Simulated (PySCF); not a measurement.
# A workflow on GeH2Cl2O (SMILES [OH][GeH]([Cl])[Cl])

We compute a saddle-point search (HF/MINAO), then the energy, then the energy (MP2/ANO-RCC-VDZ) of GeH2Cl2O. The job is set up through a Python script.

Program for the calculation: PySCF 2.14.0.

### 1 The molecule

GeH2Cl2O: 6 atoms, total charge 0, spin state singlet. SMILES: `[OH][GeH]([Cl])[Cl]`. The run starts from this shape.

Bond lengths: O1–Ge2 1.752 Å, Ge2–Cl3 2.137 Å, Ge2–Cl4 2.137 Å, O1–H5 0.961 Å, Ge2–H6 1.521 Å. Angles: O1–Ge2–Cl3 109.7°, O1–Ge2–Cl4 109.7°, Cl3–Ge2–Cl4 106.8°, O1–Ge2–H6 108.2°, Cl3–Ge2–H6 111.2°, Cl4–Ge2–H6 111.3°, Ge2–O1–H5 113.6°.

### 2 A transition-state search at HF/MINAO (density fitting with def2-universal-jkfit) (run 1)

Input file geometry.xyz:

```xyz
6

O     -0.161000     1.291000    -0.614200
Ge    -0.065400    -0.148800     0.378900
Cl     1.948500    -0.862600     0.421700
Cl    -1.252400    -1.700600    -0.487400
H     -1.006115     1.394336    -1.060640
H     -0.554000     0.204900     1.775700
```

Input file calc.py:

```python
from pyscf import gto
from pyscf.geomopt.geometric_solver import kernel as optimise

mol = gto.M(
    atom='geometry.xyz',
    charge=0,
    basis='minao',
    max_memory=1860,
    verbose=3,
)

myscf = mol.RHF()
myscf = myscf.density_fit(auxbasis='def2-universal-jkfit')
converged, mol_eq = optimise(myscf, maxsteps=60, transition=True, hessian=True)
print('converged:', converged)
print(mol_eq.tostring())

myscf.reset(mol_eq)
mol = mol_eq
myscf.kernel()
e_final = myscf.e_tot
print('Final energy', e_final)
```

On the command line:

```bash
$ OMP_NUM_THREADS=1 python calc.py
```

The log of the run:

```text
converged SCF energy = -3070.28948053385

[... 53 lines left out ...]
WARN: Mole.unit (angstrom) is changed to Bohr
[... 32 lines left out ...]
Step    0 : Gradient = 6.600e-02/8.991e-02 (rms/max) Energy = -3070.2894805339
[... 156 lines left out ...]
converged SCF energy = -3070.32543700659
[... 169 lines left out ...]
converged SCF energy = -3070.32505724869
[... 169 lines left out ...]
converged SCF energy = -3070.32508509792
[... 167 lines left out ...]
converged SCF energy = -3070.32510281836
[... 167 lines left out ...]
converged SCF energy = -3070.32494149089
[... 167 lines left out ...]
converged SCF energy = -3070.32493658863
[... 167 lines left out ...]
converged SCF energy = -3070.32498209303
[... 167 lines left out ...]
converged SCF energy = -3070.32501102605
[... 110 lines left out ...]
Geometry optimization failed to converge in 60 iterations
[... 7 lines left out ...]
converged SCF energy = -3070.32504927754
Final energy -3070.32504927754
```

Wall time 4.8 min (1 thread of Intel Xeon at 2.50GHz (Skylake/Cascade Lake), shared host); peak memory 0.39 GiB.

No converged result was reached.

### 3 A single-point energy at HF/MINAO (density fitting with def2-universal-jkfit) (run 4)

Input file start.xyz:

```xyz
6

O     -0.161000     1.291000    -0.614200
Ge    -0.065400    -0.148800     0.378900
Cl     1.948500    -0.862600     0.421700
Cl    -1.252400    -1.700600    -0.487400
H      0.126400     1.152000    -1.521000
H     -0.554000     0.204900     1.775700
```

Input file calc.py:

```python
from pyscf import gto

mol = gto.M(
    atom='start.xyz',
    basis='minao',
    verbose=3,
    max_memory=1860,
    charge=0,
    spin=0,
)

mf = mol.RHF()
mf = mf.density_fit(auxbasis='def2-universal-jkfit')
mf.kernel()

e_final = mf.e_tot
print('E = %.10f Eh' % e_final)
```

On the command line:

```bash
$ OMP_NUM_THREADS=1 python calc.py
```

The log of the run:

```text
converged SCF energy = -3070.29296356626
E = -3070.2929635663 Eh
```

It took 2.3 s on 1 thread of Intel Xeon at 2.50GHz (Skylake/Cascade Lake), shared host; peak memory 0.14 GiB.

### 4 The energy at MP2/ANO-RCC-VDZ (sfX2C, density fitting) (run 6)

Input file mol.xyz:

```xyz
6
Cl2GeH2O
O     -0.161000     1.291000    -0.614200
Ge    -0.065400    -0.148800     0.378900
Cl     1.948500    -0.862600     0.421700
Cl    -1.252400    -1.700600    -0.487400
H      0.126400     1.152000    -1.521000
H     -0.554000     0.204900     1.775700
```

Input file job.py:

```python
from pyscf import gto, mp

molecule = gto.Mole()
molecule.atom = 'mol.xyz'
molecule.verbose = 3
molecule.basis = 'ano-rcc-vdz'
molecule.max_memory = 1860
molecule.build()

calc0 = molecule.RHF()
calc0 = calc0.x2c()
calc0 = calc0.density_fit()
calc0.kernel()

pt = mp.MP2(calc0, frozen=20).run()
e_final = pt.e_tot
print('Final energy', e_final)
```

On the command line:

```bash
$ OMP_NUM_THREADS=1 python job.py
```

The log of the run:

```text
WARN: Even tempered Gaussians are generated as DF auxbasis for  O Ge H Cl

converged SCF energy = -3095.0445130914
E(DFRMP2) = -3095.3105779463  E_corr = -0.266064854895719
E(SCS-DFRMP2) = -3095.30528476983  E_corr = -0.260771678429528
Final energy -3095.3105779462953
```

Run time: 4.8 s. Hardware: 1 thread of Intel Xeon at 2.50GHz (Skylake/Cascade Lake), shared host; peak memory 0.17 GiB.

### 5 Outcome

| quantity | value |
| --- | --- |
| run 4, HF/MINAO: total energy | -3070.29296 Eh |
| run 4, HF/MINAO: dipole moment | 1.13 D |
| run 4, HF/MINAO: HOMO energy | -13.00 eV |
| run 4, HF/MINAO: LUMO energy | 1.89 eV |
| run 4, HF/MINAO: HOMO–LUMO gap | 14.90 eV |
| run 6, MP2/ANO-RCC-VDZ: total energy | -3095.31058 Eh |
| run 6, MP2/ANO-RCC-VDZ: dipole moment (Hartree–Fock density) | 0.91 D |
| run 6, MP2/ANO-RCC-VDZ: HOMO energy (Hartree–Fock orbitals) | -13.09 eV |
| run 6, MP2/ANO-RCC-VDZ: LUMO energy (Hartree–Fock orbitals) | 1.56 eV |
| run 6, MP2/ANO-RCC-VDZ: HOMO–LUMO gap (Hartree–Fock orbitals) | 14.65 eV |
| run 6, MP2/ANO-RCC-VDZ: correlation energy (20 core orbitals frozen) | -266.1 mEh |
| run 1, HF/MINAO | no result (not converged) |

What this shows: Mulliken charges (run 6, MP2/ANO-RCC-VDZ) of the mean-field density run from -0.82 on O1 to +1.09 on Ge2; they depend strongly on the basis. 1 of the 3 runs did not end normally.
